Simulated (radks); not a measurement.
# The first electron to leave Fe¹⁰⁺

Aim: remove one electron from each of the outer sub-shells of Fe¹⁰⁺ ([Ne] 3s2 3p(1/2: 2, 3/2: 2)) in turn, let the ion relax, and find the cheapest removal. The parent's configuration is the lowest that an earlier search found at this level.

Method: Dirac Kohn-Sham, BLYP, spin-unpolarised, spherical densities, finite nucleus. Code: radks (a radial shooting solver on a logarithmic mesh, Libxc functionals) version 1.

5 further runs of the same task are left out: 5 set aside as unsound or not needed.

## 1. The atom as given

* element: iron (Z = 26)
* charge: +10
* electrons: 16
* configuration: [Ne] 3s2 3p(1/2: 2, 3/2: 2)
* nuclear rms radius: 3.7377 fm

A shell typed twice in an input gives the lower j, then the higher j.

## 2. The parent, Fe¹⁰⁺

The parent was computed earlier with the same settings: E = -1233.982256 hartree. Its outer levels (eV):

```csv
level,occupation,energy (eV)
1s1/2,2,-7261.8
2s1/2,2,-1079.7
2p1/2,2,-967.87
2p3/2,4,-955.29
3s1/2,2,-314.95
3p1/2,2,-280.59
3p3/2,2,-278.39
```

## 3. Remove 3p3/2: [Ne] 3s2 3p(1/2: 2, 3/2: 1)

The run's settings:

```text
Z 26
configuration [Ne] 3s2 3p2 3p1
relativity Dirac
functional b88,lyp
spin unpolarised
j_filling energy
nucleus finite rms 3.7377 fm
c 137.035999084
```

## 4. Remove 3p1/2: [Ne] 3s2 3p(1/2: 1, 3/2: 2)

Input: that of step 3 with these lines changed.

```diff
@@ -1,3 +1,3 @@
 Z 26
-configuration [Ne] 3s2 3p2 3p1
+configuration [Ne] 3s2 3p1 3p2
 relativity Dirac
```

## 5. Remove 3s1/2: [Ne] 3s1 3p(1/2: 2, 3/2: 2)

Input: that of step 4 with these lines changed.

```diff
@@ -1,3 +1,3 @@
 Z 26
-configuration [Ne] 3s2 3p1 3p2
+configuration [Ne] 3s1 3p2 3p2
 relativity Dirac
```

## 6. Remove 2p3/2: [He] 2s2 2p(1/2: 2, 3/2: 3) 3s2 3p(1/2: 2, 3/2: 2)

Input: that of step 5 with these lines changed.

```diff
@@ -1,3 +1,3 @@
 Z 26
-configuration [Ne] 3s1 3p2 3p2
+configuration [He] 2s2 2p2 2p3 3s2 3p2 3p2
 relativity Dirac
```

Before running it: what results should come out? Wanted: for each run, case; final configuration; Δ-SCF; −ε of the level emptied.

As calculated:

```csv
case,final configuration,Δ-SCF (eV),−ε of the level emptied (eV)
remove 3p3/2,"[Ne] 3s2 3p(1/2: 2, 3/2: 1)",293.66,278.39
remove 3p1/2,"[Ne] 3s2 3p(1/2: 1, 3/2: 2)",295.97,280.59
remove 3s1/2,"[Ne] 3s1 3p(1/2: 2, 3/2: 2)",330.27,314.95
remove 2p3/2,"[He] 2s2 2p(1/2: 2, 3/2: 3) 3s2 3p(1/2: 2, 3/2: 2)",998.30,955.29
```

**Reading.** Removal from 3p3/2 costs least (293.66 eV), ahead of 3p1/2 (295.97 eV). 3p3/2 is also the highest occupied level of the parent. NIST lists 290.9 eV (semi-empirical), between the same two configurations. Spin polarisation and multiplet splitting are left out, so open shells lie too high by an amount that depends on their filling.
